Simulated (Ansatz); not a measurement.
A run of Ansatz 0.2.0 is set up as follows.

File input.yaml:

```yaml
crystal:
  lattice:
    - [0.0, 3.387167, 3.387167]
    - [3.387167, 0.0, 3.387167]
    - [3.387167, 3.387167, 0.0]
  atoms:
    - { symbol: Ge, position: [0.507338, 0.501162, 0.494646] }
    - { symbol: Ge, position: [0.759453, 0.751759, 0.746176] }
    - { symbol: Ge, position: [0.249069, 0.255079, 0.251983] }
    - { symbol: Ga, position: [0.009828, -0.017682, 0.010665] }
hamiltonian:
  xc: pbesol
  pseudopotentials: { kind: paw }
kpoints:
  mp_grid: { grid: [7, 7, 7] }
scf:
  occupations: { method: fermi_dirac, width: 0.05 }
output:
  forces: true
  stress: true
  eigenvalues: true
```

Potentials or basis: Ansatz PAW.

Run with:

```bash
$ ansatz run input.yaml --threads 2 --pin off --max-ram 5632MiB --backend cpu --events-out ev --progress --plain --runs-dir out
```

(1) Estimate the band gap on the k mesh.

(2) Predict the pressure.

Results:

(1) none (metal or under the smearing width).

(2) -3.8 GPa.

Caveat: the PAW data sets come from PBE, with cores solved anew for the run's functional, which leaves a small shift of forces and pressure.
